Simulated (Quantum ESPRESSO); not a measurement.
## GaF in Quantum ESPRESSO: the effect of target pressure

Crystal: GaF.

```
Ga F
1.0
     3.16592    0.00000    0.00000
     0.00000    3.16592    0.00000
     0.00000    0.00000    3.16592
Ga F
1 1
Direct
  0.00000 0.00000 0.00000
  0.50000 0.50000 0.50000
```

The cell was built by a generator and needn't be a form met in nature.

Alike in all runs:

- Program: Quantum ESPRESSO 7.5
- Task: phonons
- Functional: LDA
- Potentials or basis: PseudoDojo 0.4.1 SR LDA standard
- Cutoff: 1143 eV
- Density cutoff: 4572 eV
- k mesh: 6 × 6 × 6, shifted
- Occupations: fermi-dirac, width 0.05 eV
- Spin: no spin polarisation

Each run relaxes the cell or the atoms first.

One run gave: relaxed volume 14.57 Å³/atom; dielectric constant 6.79 mean; highest phonon frequency -1 cm⁻¹. Which target pressure did it use?
A. 8 GPa
B. 15 GPa
C. 3 GPa
D. 0 GPa
E. -3 GPa

E.

| target pressure | relaxed volume (Å³/atom) | dielectric constant (mean) | highest phonon frequency (cm⁻¹) |
| --- | --- | --- | --- |
| -3 GPa | 14.57 | 6.79 | -1 |
| 0 GPa | 13.85 | 7.13 | -1 |
| 3 GPa | 13.29 | 7.44 | -1 |
| 8 GPa | 12.58 | 7.88 | 0 |
| 15 GPa | 11.85 | 8.44 | 1 |

Caveats: some modes are imaginary; the cell is more than 3 GPa from zero pressure, which shifts response properties (some runs); the volume moved by over 15 % at a fixed basis, so the end points are rough (some runs).
